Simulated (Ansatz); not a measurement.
# Ta7Mo9: the cost of one run

All numbers below are computed with Ansatz 0.2.0 (DFT PBE, scalar-relativistic, plane waves, PAW).

## 1. The system as given

The cell holds 16 atoms (Mo9Ta7): a = 6.439 Å, b = 6.551 Å, c = 6.304 Å, α = 85.87°, β = 93.33°, γ = 88.73°.

It is the last frame of an earlier stage of the same melt, run at 4450 K.

As a file:

```xyz
16
Lattice="6.4358 0.0753 -0.1866 0.0753 6.5467 0.2329 -0.1866 0.2329 6.2968" Properties=species:S:1:pos:R:3 pbc="T T T"
Mo    3.1779    5.7248    4.2373
Mo    4.7816    4.0285    5.3680
Mo    3.4004    5.1653    1.4800
Mo    3.2962    1.8017    0.8011
Mo    0.2863    4.8203    1.0123
Mo    1.5326    6.4937    6.4288
Mo    0.2463    1.6217    1.3238
Mo    1.7842    3.7440    5.9723
Mo    1.1959    0.1548    2.7095
Ta    6.2535    1.9780    4.8094
Ta    0.1373    5.1380    4.3842
Ta    3.1542    1.8213    4.3105
Ta    1.5529    3.5397    2.9827
Ta    4.8852    3.2872    2.7595
Ta    4.8682    0.3494    2.6174
Ta    4.5942    6.7542    6.0840
```

## 2. A single point on the frame at 4450 K

The electrons keep the Fermi-Dirac width of that temperature.

Contents of input.yaml:

```yaml
crystal:
  lattice:
    - [6.435762, 0.075348, -0.186572]
    - [0.075348, 6.546716, 0.232853]
    - [-0.186572, 0.232853, 6.296775]
  atoms:
    - { symbol: Mo, position: [0.502927458, 0.8453131349, 0.6565687095] }
    - { symbol: Mo, position: [0.7609820374, 0.5762197685, 0.8537420827] }
    - { symbol: Mo, position: [0.525716308, 0.7750428369, 0.2219592786] }
    - { symbol: Mo, position: [0.5129200388, 0.2645898977, 0.1326372562] }
    - { symbol: Mo, position: [0.0398342046, 0.7310294402, 0.1349080663] }
    - { symbol: Mo, position: [0.2557760039, 0.9536215972, 0.9932834745] }
    - { symbol: Mo, position: [0.0413272857, 0.2400249318, 0.2025769942] }
    - { symbol: Mo, position: [0.2981413309, 0.5351069054, 0.9375140954] }
    - { symbol: Mo, position: [0.1983906015, 0.0058546538, 0.4359543763] }
    - { symbol: Ta, position: [0.991320081, 0.262856465, 0.7834358816] }
    - { symbol: Ta, position: [0.0318246055, 0.7606591972, 0.6690694525] }
    - { symbol: Ta, position: [0.5072250299, 0.2478097179, 0.6904269505] }
    - { symbol: Ta, position: [0.2485684259, 0.52139959, 0.4617682807] }
    - { symbol: Ta, position: [0.7663244572, 0.4775234116, 0.443288774] }
    - { symbol: Ta, position: [0.7687623111, 0.0289648038, 0.4373829133] }
    - { symbol: Ta, position: [0.7298394437, 0.9894611499, 0.9512446565] }
basis:
  ecutwfc: 420
kpoints:
  mp_grid: { grid: [4, 4, 4] }
hamiltonian:
  xc: pbe
scf:
  occupations: { method: fermi_dirac, width: 0.3835 }
output:
  forces: true
  stress: true
  eigenvalues: true
  populations: true
  write_density: true
  write_potential: true
  elf: true
  volumetric_format: npy
```

On the command line:

```
ansatz run input.yaml --threads 2 --pin off --max-ram 5120MiB --backend cpu --events-out ev --progress --plain --runs-dir out
```

What time and memory should one allow on 2 threads of Arm Neoverse V1, shared host?

About 1.8 min, with a peak of 1.3 GiB.
